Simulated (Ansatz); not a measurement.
In2SbAs: equation of state with PBE

In2SbAs:

```
Sb In As
1.0
     2.26983    1.31049    7.40137
    -2.26983    1.31049    7.40137
     0.00000   -2.62098    7.40137
Sb In As
1 2 1
Direct
  0.62469 0.62469 0.62469
  0.49513 0.49513 0.49513
  0.00491 0.00491 0.00491
  0.12526 0.12526 0.12526
```

The cell comes from a database or a generator and needn't be the stable form of this composition.

| Item | Value |
| --- | --- |
| Program | Ansatz 0.2.0 |
| Task | equation of state |
| Functional | PBE |
| Potentials or basis | Ansatz PAW |
| Cutoff | 420 eV |
| Density cutoff | 1680 eV |
| k mesh | 7 × 7 × 7 |
| Occupations | fermi-dirac, width 0.05 eV |
| Spin | no spin polarisation |

```
Equilibrium volume                        : 33.03 Å³/atom
Bulk modulus at fixed shape and positions : 42 GPa
Pressure derivative of the bulk modulus   : 4.9
```

Energy against volume, from the lowest point:
```csv
volume (Å³/atom),energy (meV/atom)
31.043,17.62
31.703,7.55
32.364,1.84
33.024,0.00
33.685,1.60
34.345,6.27
35.006,13.65
```

All runs of the series together: 51 s on 2 threads of Intel(R) Xeon(R) Platinum 8488C (Sapphire Rapids), with other jobs on the host.

Caveat: the cell was scaled at fixed shape and fractional positions, which overstates the stiffness of a crystal with free parameters, most of all of layers and chains. The run has no spin-orbit coupling, so splittings on Sb are missing.
